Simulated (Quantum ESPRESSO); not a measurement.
BiTe: zone-centre phonons under several settings

```
Bi Te
1.0
     2.42271    1.39875    3.31729
    -2.42271    1.39875    3.31729
     0.00000   -2.79750    3.31729
Bi Te
1 1
Direct
  0.50000 0.50000 0.50000
  0.00000 0.00000 0.00000
```

The cell comes from a database or a generator and needn't be the stable form of this composition.

All runs used Quantum ESPRESSO 7.5; potentials GBRV 1.5 PBE; k mesh 5 × 5 × 5; relaxed cell; no spin polarisation; cutoff 612 eV; occupations cold, width 0.2 eV.

| level | volume (Å³/atom) | pressure (GPa) | lowest optical mode without the field (cm⁻¹) | highest optical mode without the field (cm⁻¹) |
| --- | --- | --- | --- | --- |
| PBE | ? | 0.0 | ? | ? |
| PBE+D2 | 31.02 | 0.0 | 91 | 91 |
| PBE+D3(BJ) | 31.57 | -0.1 | 98 | 103 |
| rPW86PBE+rVV10 | 34.50 | 0.0 | 84 | 90 |
| rev-vdW-DF2 | 32.68 | 0.0 | 92 | 96 |

Problem. What stands in the row left open?

Solution. Volume 33.30 Å³/atom; lowest optical mode without the field 87 cm⁻¹; highest optical mode without the field 91 cm⁻¹.

Caveats: the mesh is thin for the phonons of a metal; pairwise dispersion overbinds metals, which lowers pressure and volume (some runs); the potentials were made for another functional, which shifts forces and pressure (some runs).

For the row left open. Caveat: the k mesh is coarse; the mesh is thin for the phonons of a metal.
